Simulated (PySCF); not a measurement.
# Ge2H4: structure of the singlet

Where does singlet Ge2H4 go from a doubly bridged, trans start, is the end point a minimum, and what are its modes, charges and moments?

Computed with PySCF 2.14.0. Level: PBE0, basis Ge def2-TZVP, H def2-TZVP, no relativity, density fitting.

## Step 1: Where the work starts

6 atoms, charge 0, spin multiplicity 1.

Bond lengths: Ge1–Ge2 2.212 Å, Ge1–H3 1.622 Å, Ge1–H4 1.622 Å, Ge1–H5 1.522 Å, Ge2–H3 1.622 Å, Ge2–H4 1.622 Å, Ge2–H6 1.522 Å. Angles: Ge2–Ge1–H3 47.0°, Ge2–Ge1–H4 47.0°, Ge2–Ge1–H5 120.2°, H3–Ge1–H4 94.0°, H3–Ge1–H5 110.0°, H4–Ge1–H5 110.0°, Ge1–Ge2–H3 47.0°, Ge1–Ge2–H4 47.0°, Ge1–Ge2–H6 120.2°, H3–Ge2–H4 94.0°, H3–Ge2–H6 110.0°, H4–Ge2–H6 110.0°, Ge1–H3–Ge2 86.0°, Ge1–H4–Ge2 86.0°.

Z-matrix (Å, degrees; charge 0 multiplicity 1):
```
Ge
Ge 1 2.2122
H  1 1.6218 2 47.00
H  1 1.6218 2 47.00 3 180.00
H  1 1.5220 2 120.17 3 90.00
H  2 1.5220 1 120.17 3 90.00
```

## Step 2: First SCF at the start

One driver script runs all steps and calls PySCF; scf.py shows how it sets up the SCF of each step. The optimiser is the driver's own. After this first run the driver tries any further starts and a stability analysis.

Contents of scf.py:

```python
from pyscf import gto, scf, dft
mol = gto.M(atom='''
Ge     1.106100     0.000000     0.000000
Ge    -1.106100     0.000000     0.000000
H      0.000000     1.186100     0.000000
H      0.000000    -1.186100     0.000000
H      1.871100     0.000000     1.315800
H     -1.871100     0.000000    -1.315800''',
    basis={'Ge': 'def2-TZVP', 'H': 'def2-TZVP'},
    charge=0, spin=0)
mf = dft.RKS(mol, xc='PBE0')
mf.grids.atom_grid = (50, 194)
aux = {'Ge': 'def2-universal-JKFIT', 'H': 'def2-universal-JKFIT'}
mf = mf.density_fit(auxbasis=aux)
mf.conv_tol = 1e-08
mf.diis_space = 10
mf.max_cycle = 60
mf.init_guess = 'minao'
mf.verbose = 4
mf.kernel()
```

Launch:

```sh
OMP_NUM_THREADS=2 python axn.py task.json out
```

The log of the run:

```text
init E= -4154.85109989737
  HOMO = -0.155661063788707  LUMO = -0.0960502189445025  gap/eV = 1.62209
cycle= 1 E= -4155.65611535603  delta_E= -0.805  |g|= 0.838  |ddm|= 2.26
  HOMO = -0.187124814678067  LUMO = -0.109914622537612  gap/eV = 2.10100
cycle= 2 E= -4155.64551164238  delta_E= 0.0106  |g|= 0.938  |ddm|= 0.749
  HOMO = -0.16830958446691  LUMO = -0.0837673680473792  gap/eV = 2.30051
cycle= 3 E= -4155.70813145795  delta_E= -0.0626  |g|= 0.0281  |ddm|= 0.45
  HOMO = -0.173470913591102  LUMO = -0.0850751672026657  gap/eV = 2.40537
cycle= 4 E= -4155.7083215029  delta_E= -0.00019  |g|= 0.00472  |ddm|= 0.0524
  HOMO = -0.172890044769249  LUMO = -0.0845455024246489  gap/eV = 2.40398
cycle= 5 E= -4155.70832798473  delta_E= -6.48e-06  |g|= 0.00135  |ddm|= 0.012
  HOMO = -0.173024871756574  LUMO = -0.0847370861875252  gap/eV = 2.40243
cycle= 6 E= -4155.70832876676  delta_E= -7.82e-07  |g|= 0.000265  |ddm|= 0.00371
  HOMO = -0.173042371973962  LUMO = -0.0847482291983175  gap/eV = 2.40261
cycle= 7 E= -4155.70832884107  delta_E= -7.43e-08  |g|= 7.03e-05  |ddm|= 0.00213
  HOMO = -0.173040318177384  LUMO = -0.0847443048396261  gap/eV = 2.40266
cycle= 8 E= -4155.7083288499  delta_E= -8.83e-09  |g|= 1.05e-05  |ddm|= 0.000978
  HOMO = -0.173042996859932  LUMO = -0.0847467279634762  gap/eV = 2.40266
Extra cycle  E= -4155.7083288501  delta_E= -1.99e-10  |g|= 8.91e-06  |ddm|= 0.000119
converged SCF energy = -4155.7083288501
```

This step, with its further starts and checks, ran for 18 s (2 threads of Arm Neoverse V1, shared host).

Energies from each starting density:

| start | energy (Eh) |
| --- | --- |
| the minimal-basis guess | -4155.708329 |
| a thermally smeared density | -4155.708329 |
| a smeared PBE density | -4155.708329 |

No lower closed-shell solution turned up from the other starts or in the test of internal stability.

## Step 3: Relaxation: doubly bridged, trans start, singlet

The program finds C2h symmetry in the start, which this walk keeps. Threshold on the gradient: 0.0003 Eh/bohr, with a further test on the energy change.

scf.py, as its differences from that of step 2:

```diff
@@ -4 +4 @@
-Ge    -1.106100     0.000000     0.000000
+Ge    -1.106100     0.000000    -0.000000
@@ -18 +17,0 @@
-mf.init_guess = 'minao'
```

Steps of the walk:

| step | energy (Eh) | change (kJ/mol) | largest symmetric gradient (Eh/bohr) |
| --- | --- | --- | --- |
| 0 | -4155.708329 | 0.00 | 0.15202 |
| 1 | -4155.785072 | -201.49 | 0.07201 |
| 2 | -4155.816493 | -283.99 | 0.02099 |
| 3 | -4155.820320 | -294.03 | 0.01042 |
| 4 | -4155.821493 | -297.11 | 0.00628 |
| 5 | -4155.821861 | -298.08 | 0.00165 |
| 6 | -4155.821878 | -298.12 | 0.00098 |
| 7 | -4155.821884 | -298.14 | 0.00038 |
| 8 | -4155.821887 | -298.15 | 0.00024 |

The walk took 26 s.

Geometry (Å) and forces (eV/Å) at some steps:

```
step 0
Ge   1.106   0.000   0.000   7.817   0.000  -3.584
Ge  -1.106   0.000   0.000  -7.817   0.000   3.584
H    0.000   1.186   0.000   0.000   0.341   0.000
H    0.000  -1.186   0.000   0.000  -0.341   0.000
H    1.871   0.000   1.316  -0.980   0.000   1.428
H   -1.871   0.000  -1.316   0.980   0.000  -1.428
step 1
Ge   1.220   0.000  -0.112   3.703   0.000  -2.107
Ge  -1.220   0.000   0.112  -3.703   0.000   2.107
H    0.000   1.146   0.000   0.000   0.050   0.000
H    0.000  -1.146   0.000   0.000  -0.050   0.000
H    1.814   0.000   1.342  -0.876   0.000   0.532
H   -1.814   0.000  -1.342   0.876   0.000  -0.532
step 4
Ge   1.350   0.000  -0.293  -0.001   0.000   0.288
Ge  -1.350   0.000   0.293   0.001   0.000  -0.288
H    0.000   1.086   0.000   0.000  -0.052   0.000
H    0.000  -1.086   0.000   0.000   0.052   0.000
H    1.614   0.000   1.304  -0.107   0.000  -0.320
H   -1.614   0.000  -1.304   0.107   0.000   0.320
step 8
Ge   1.345   0.000  -0.292   0.000   0.000  -0.010
Ge  -1.345   0.000   0.292   0.000   0.000   0.010
H    0.000   1.082   0.000   0.000  -0.001   0.000
H    0.000  -1.082   0.000   0.000   0.001   0.000
H    1.585   0.000   1.282  -0.005   0.000   0.011
H   -1.585   0.000  -1.282   0.005   0.000  -0.011
```

It settles in C2h symmetry, 298.1 kJ/mol below the start, after 8 steps: Ge–Ge 2.753 Å, Ge–H 1.592 Å (×2), Ge–H 1.751 Å (×4); Ge–Ge–H 38.2° (×4), Ge–Ge–H 86.4° (×2), Ge–H–Ge 103.6° (×2), H–Ge–H 76.4° (×2), H–Ge–H 87.2° (×4).

## Step 4: Hessian and properties

On the finer grid the gradient is checked again; gradients at displacements of ±0.02 bohr then give force constants and infrared intensities.

scf.py, as its differences from that of step 3:

```diff
@@ -3,6 +3,6 @@
-Ge     1.106100     0.000000     0.000000
-Ge    -1.106100     0.000000    -0.000000
-H      0.000000     1.186100     0.000000
-H      0.000000    -1.186100     0.000000
-H      1.871100     0.000000     1.315800
-H     -1.871100     0.000000    -1.315800''',
+Ge     1.344728     0.000000    -0.293298
+Ge    -1.344728     0.000000     0.293298
+H     -0.000000     1.082459     0.000000
+H      0.000000    -1.082459    -0.000000
+H      1.584034    -0.000000     1.281570
+H     -1.584034     0.000000    -1.281570''',
@@ -12 +12 @@
-mf.grids.atom_grid = (50, 194)
+mf.grids.atom_grid = (75, 302)
@@ -15 +15 @@
-mf.conv_tol = 1e-08
+mf.conv_tol = 1e-10
```

The driver hands on the density of the step before, so the log starts near convergence.

SCF at the final geometry:

```text
init E= -4155.82178504416
  HOMO = -0.238987364177166  LUMO = -0.0948359539184001  gap/eV = 3.92256
cycle= 1 E= -4155.82178504415  delta_E= 1.46e-11  |g|= 1.26e-06  |ddm|= 1.42e-06
  HOMO = -0.23898744533123  LUMO = -0.0948360561350254  gap/eV = 3.92256
Extra cycle  E= -4155.82178504414  delta_E= 1.82e-12  |g|= 1.48e-06  |ddm|= 1.37e-06
converged SCF energy = -4155.82178504414
```

The whole step took 89 s.

Geometry: C2h; Ge–Ge 2.753 Å, Ge–H 1.593 Å (×2), Ge–H 1.751 Å (×4); Ge–Ge–H 38.2° (×4), Ge–Ge–H 86.3° (×2), Ge–H–Ge 103.6° (×2), H–Ge–H 76.4° (×2), H–Ge–H 87.1° (×4).

Harmonic modes (main isotopes):

```csv
symmetry,ω (cm⁻¹),IR (km/mol)
bu,213,2.6
ag,230,0.0
au,644,15.8
ag,750,0.0
bg,760,0.0
bu,772,109
au,1224,49.7
bg,1335,0.0
bu,1347,1007
ag,1516,0.0
ag,1922,0.0
bu,1941,497
```

Every mode is real; the point is a minimum.

Constants and moments:

* Dipole moment: 0.00 D
* Highest occupied level: -6.50 eV
* Lowest empty level: -2.58 eV
* Rotational constants: 2.279, 0.05899, 0.05845 cm⁻¹
* Zero-point energy: 75.7 kJ/mol
* Principal polarisabilities: 52.5, 67.1, 101.0 bohr³
* Atomisation energy without zero-point energy: 1332 kJ/mol
* Principal traceless quadrupole moments about the centre of mass: -5.53, 0.82, 4.71 D Å
* Entropy at 298.15 K and 1 bar: 291.0 J/(mol K)
* Heat capacity Cp at 298.15 K: 63.6 J/(mol K)
* Enthalpy at 298.15 K above 0 K: 13.87 kJ/mol
* Rotational symmetry number: 2

Populations by atom (charges in e):

```
atom  Mulliken  Löwdin  polar tensor  Mayer order to Ge1
 Ge1     -0.05    0.02          0.56                   –
 Ge2     -0.05    0.02          0.56                0.60
H3,4      0.04    0.04         -0.32                0.48
  H5      0.00   -0.07         -0.23                0.95
  H6      0.00   -0.07         -0.23                0.01
```

Outer orbital energies (eV). occupied: -33.53, -33.50, -16.99, -13.04, -10.21, -9.12, -8.17, -6.50; empty: -2.58, -0.50, 0.46, 1.03.

Mulliken populations on Ge1: s 7.86, p 14.02, d 10.15, f 0.02.

## Step 5: Would spin polarisation lower it?

At the lowest minimum the closed shell is tested against spin polarisation, on the (50, 194) grid. It is stable.

## Step 6: What came out

```
                                 quantity                                                                                                                                                   value
                                  minimum                                                                                                                                            singlet, C2h
                                 geometry  Ge–Ge 2.753 Å, Ge–H 1.593 Å (×2), Ge–H 1.751 Å (×4); Ge–Ge–H 38.2° (×4), Ge–Ge–H 86.3° (×2), Ge–H–Ge 103.6° (×2), H–Ge–H 76.4° (×2), H–Ge–H 87.1° (×4)
                       wavenumbers (cm⁻¹)                            213 (bu), 230 (ag), 644 (au), 750 (ag), 760 (bg), 772 (bu), 1224 (au), 1335 (bg), 1347 (bu), 1516 (ag), 1922 (ag), 1941 (bu)
                            dipole moment                                                                                                                                                  0.00 D
     highest occupied, lowest empty level                                                                                                                                         -6.50, -2.58 eV
               polar-tensor charge of Ge1                                                                                                                                                 +0.56 e
                        zero-point energy                                                                                                                                             75.7 kJ/mol
                      entropy at 298.15 K                                                                                                                                         291.0 J/(mol K)
atomisation energy (no zero-point energy)                                                                                                                                             1332 kJ/mol
```

**Reading.** The doubly bridged, trans start keeps its C2h symmetry and ends in a minimum. The strongest infrared band lies at 1347 cm⁻¹ (bu). Ge1 has a polar-tensor charge of +0.6 e (a dipole derivative, not a static charge), yet symmetry cancels the bond dipoles. Other starts or spin states, not run here, may lie lower.

The search up to here ran for 2.3 min (2 threads of Arm Neoverse V1, shared host).
